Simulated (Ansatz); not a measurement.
**C2H8ClN2Nb: ionisation energy by level of theory**

How much energy removes an electron from C2H8ClN2Nb at fixed geometry? The cation is run at each level and the neutral's energy taken from earlier runs.

Method: unrestricted cation, the program's frozen cores in correlated methods; program: Ansatz 0.2.0, Gaussian basis.

The runs, in order: UKS PBE-D4/def2-TZVPP; UKS r2SCAN-D4/def2-TZVPP; UKS PBE0-D4/def2-TZVPP; UKS B3LYP-D4/def2-TZVPP; UKS wB97X-V/def2-TZVPP; UKS wB97M-V/def2-TZVPP; UKS B2PLYP/def2-TZVPP; UHF-CCSD(T)/def2-TZVPP; UHF-MP2/def2-QZVPP; extrapolation to the limit; then −ε(HOMO) from the neutral's earlier runs with LDA (SPW92), PBE-D4, revPBE-D4, BLYP-D4, r2SCAN-D4, B97M-V, PBE0-D4, B3LYP-D4, r2SCANh-D4, r2SCAN0-D4, HSE06-D4, BHLYP-D4, CAM-B3LYP-D4, LC-ωPBE, ωB97X-V, ωB97M-V.

### Step 1. Structure used throughout

All runs share one geometry, relaxed beforehand with PBE0-D4 in a triple-zeta def2 set. Nb takes the def2 core potential; no spin-orbit term is included.

14 atoms, charge 0, spin multiplicity 1.

Atoms are counted from 1 here; the program's logs count them from 0.

Bond lengths: C1–N2 1.420 Å, C1–H7 1.095 Å, C1–H8 1.095 Å, C1–H9 1.095 Å, N2–Nb3 1.738 Å, Nb3–C4 2.159 Å, Nb3–N5 1.960 Å, Nb3–Cl6 2.333 Å, C4–H10 1.097 Å, C4–H11 1.097 Å, C4–H12 1.092 Å, N5–H13 1.013 Å, N5–H14 1.008 Å. Angles: N2–C1–H7 111.2°, N2–C1–H8 110.6°, N2–C1–H9 110.6°, H7–C1–H8 108.1°, H7–C1–H9 108.3°, H8–C1–H9 107.9°, C1–N2–Nb3 174.5°, N2–Nb3–C4 102.7°, N2–Nb3–N5 104.0°, N2–Nb3–Cl6 113.4°, C4–Nb3–N5 107.2°, C4–Nb3–Cl6 110.8°, N5–Nb3–Cl6 117.5°, Nb3–C4–H10 109.9°, Nb3–C4–H11 108.4°, Nb3–C4–H12 113.3°, H10–C4–H11 108.3°, H10–C4–H12 108.7° and more.

### Step 2. Cation, UKS PBE-D4/def2-TZVPP

Input file in.yaml:

```yaml
crystal:
  periodic: [false, false, false]
  atoms:
    - {symbol: C, position_ang: [-2.078132, -1.156535, 0.655150]}
    - {symbol: N, position_ang: [-1.027942, -0.328197, 0.179104]}
    - {symbol: Nb, position_ang: [0.176054, 0.691066, -0.550248]}
    - {symbol: C, position_ang: [1.845562, -0.653524, -0.805195]}
    - {symbol: N, position_ang: [0.657697, 1.949406, 0.873596]}
    - {symbol: Cl, position_ang: [-0.486108, 1.587064, -2.600376]}
    - {symbol: H, position_ang: [-2.942179, -1.124595, -0.016806]}
    - {symbol: H, position_ang: [-2.406753, -0.830914, 1.648145]}
    - {symbol: H, position_ang: [-1.743599, -2.196318, 0.734691]}
    - {symbol: H, position_ang: [2.715423, -0.101818, -1.182584]}
    - {symbol: H, position_ang: [1.570189, -1.411386, -1.548258]}
    - {symbol: H, position_ang: [2.130153, -1.169112, 0.114281]}
    - {symbol: H, position_ang: [1.294624, 2.721777, 0.718794]}
    - {symbol: H, position_ang: [0.281912, 1.993985, 1.808308]}
basis:
  gaussian: {orbitals: def2-TZVPP}
total_charge: 1
magnetization: {spin_polarized: true, initial_magnetization: 1}
hamiltonian: {xc: pbe, dispersion: d4}
```

Run with:

```
ansatz run in.yaml --threads 2 --pin off --events-out ev --progress --plain --max-ram 20480MiB --backend cuda --devices 0, --max-vram 18GiB
```

After this run come: Cation, UKS r2SCAN-D4/def2-TZVPP; Cation, UKS PBE0-D4/def2-TZVPP; Cation, UKS B3LYP-D4/def2-TZVPP; Cation, UKS wB97X-V/def2-TZVPP; Cation, UKS wB97M-V/def2-TZVPP; Cation, UKS B2PLYP (frozen core)/def2-TZVPP; Cation, UHF-CCSD(T)/def2-TZVPP; Cation, UHF-MP2/def2-QZVPP.

Before running them: what should the planned runs give, taken together? Wanted: ionisation energy, CCSD(T)/CBS; nearest functional by difference; nearest −ε(HOMO); −ε(HOMO) of PBE; T1 of the cation.

**Answer**, as computed:

| quantity | value |
| --- | --- |
| ionisation energy, CCSD(T)/CBS | 9.56 eV |
| nearest functional by difference | B2PLYP (-0.22 eV) |
| nearest −ε(HOMO) | ωB97M-V (+0.07 eV) |
| −ε(HOMO) of PBE | 6.07 eV |
| T1 of the cation | 0.041 |

By cation minus neutral, the functionals miss by 0.87 eV at most. −ε(HOMO) of PBE misses by 3.5 eV, since self-interaction lifts the level. Among orbital estimates ωB97M-V comes nearest. Hartree-Fock falls 1.57 eV short, as the neutral has more correlation energy than the cation. The cation's T1 (from the report) is 0.041, near the customary mark of 0.045 for open shells, so the coupled-cluster value is less safe. Correlated methods include outer-core shells of Nb, which these sets cover unevenly.
